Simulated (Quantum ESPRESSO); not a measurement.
Crystal: Si2C.

```
Si C
1.0
     3.37973    0.00000    0.00000
    -1.68986    2.92693    0.00000
     0.00000    0.00000    4.65332
Si C
2 1
Direct
  0.33333 0.66667 0.75035
  0.33333 0.66667 0.24965
  0.00000 0.00000 0.00000
```

The cell was built by a generator and needn't be a form met in nature.

| Property | Result |
| --- | --- |
| Program | Quantum ESPRESSO 7.5 |
| Task | phonons |
| Functional | PBE |
| Dispersion | D3(BJ) |
| Potentials or basis | GBRV 1.5 PBE |
| Cutoff | 612 eV |
| Density cutoff | 4898 eV |
| k mesh | 8 × 8 × 5 |
| Occupations | cold, width 0.2 eV |
| Spin | no spin polarisation |
| Mixing beta | 0.5 |
| Most SCF iterations | 120 |
| SCF threshold | 6e-10 Ry |

The cell and the atoms were relaxed first, to 11.19 Å³/atom (a = 2.842 Å, b = 2.842 Å, c = 4.797 Å, α = 90.00°, β = 90.00°, γ = 120.00°), and the response was taken there.

Problem. What is the highest optical frequency at the zone centre?

Solution. 619 cm⁻¹, a mode of symmetry A'1 (Raman).

Optical modes at Γ, degenerate ones joined:
```csv
cm⁻¹,components,symmetry,active in
72i,1,A''2,IR
141,2,E'',Raman
524,2,E',IR and Raman
619,1,A'1,Raman
```

Caveat: the mesh is thin for the phonons of a metal; some modes are imaginary; the volume moved by over 15 % at a fixed basis, so the end points are rough; pairwise dispersion overbinds metals, which lowers pressure and volume.
